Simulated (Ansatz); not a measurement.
**Rb3Ba: how settings move the results**

The task here is to estimate one member of a computed series from the others.

Computed with Ansatz 0.2.0 (DFT PBE, scalar-relativistic, plane waves, PAW for the base; runs at other levels say so in their headings and inputs, unless a step's input says otherwise).

1 further run of the same task is left out (set aside as unsound or not needed).

## The structure to begin with

The structure is cubic, space group Fm-3m (No. 225). Conventional cell: a = 11.029 Å, b = 11.029 Å, c = 11.029 Å, α = 90.00°, β = 90.00°, γ = 90.00°.

Structure file:

```xyz
4
Lattice="0.0000 5.5144 5.5144 5.5144 0.0000 5.5144 5.5144 5.5144 0.0000" Properties=species:S:1:pos:R:3 pbc="T T T"
Rb    2.7572    2.7572    2.7572
Rb    8.2716    8.2716    8.2716
Rb    5.5144    5.5144    5.5144
Ba    0.0000    0.0000    0.0000
```

The structure comes from the Materials Project (structure only); it is used as listed.

## The base input

File input.yaml:

```yaml
crystal:
  lattice:
    - [0.0, 5.51443, 5.51443]
    - [5.51443, 0.0, 5.51443]
    - [5.51443, 5.51443, 0.0]
  atoms:
    - { symbol: Rb, position: [0.25, 0.25, 0.25] }
    - { symbol: Rb, position: [0.75, 0.75, 0.75] }
    - { symbol: Rb, position: [0.5, 0.5, 0.5] }
    - { symbol: Ba, position: [0.0, 0.0, 0.0] }
basis:
  ecutwfc: 420
kpoints:
  mp_grid: { grid: [8, 8, 8] }
hamiltonian:
  xc: pbe
scf:
  occupations: { method: gaussian, width: 0.1 }
output:
  forces: true
  stress: true
  eigenvalues: true
  populations: true
```

Its results, from an earlier run: -3937.7558 eV/atom at zero smearing, pressure -0.02 GPa, largest force 0.000 eV/Å, no gap on the mesh, in 7 SCF cycles and 3.9 s.

Set-up of the first run:

File input.yaml:

```yaml
crystal:
  lattice:
    - [0.0, 5.51443, 5.51443]
    - [5.51443, 0.0, 5.51443]
    - [5.51443, 5.51443, 0.0]
  atoms:
    - { symbol: Rb, position: [0.25, 0.25, 0.25] }
    - { symbol: Rb, position: [0.75, 0.75, 0.75] }
    - { symbol: Rb, position: [0.5, 0.5, 0.5] }
    - { symbol: Ba, position: [0.0, 0.0, 0.0] }
basis:
  ecutwfc: 420
kpoints:
  mp_grid: { grid: [8, 8, 8] }
hamiltonian:
  xc: lda
scf:
  occupations: { method: gaussian, width: 0.1 }
output:
  forces: true
  stress: true
  eigenvalues: true
```

Steps of the session up to this table: Functional set to LDA; Functional: PBEsol; Functional set to r2SCAN.

One of the session's tables, all rows but one given; the rest of the session is left out.

It belongs to the step «The sweep of the functional side by side». 

```
functional  pressure (GPa)
       PBE             0.0
       LDA               ?
    PBEsol            -0.2
    r2SCAN             0.1
```

**Question.** Estimate the row for LDA.

The run gave: pressure (GPa): -0.6. In the column «pressure (GPa)» it is the lowest.
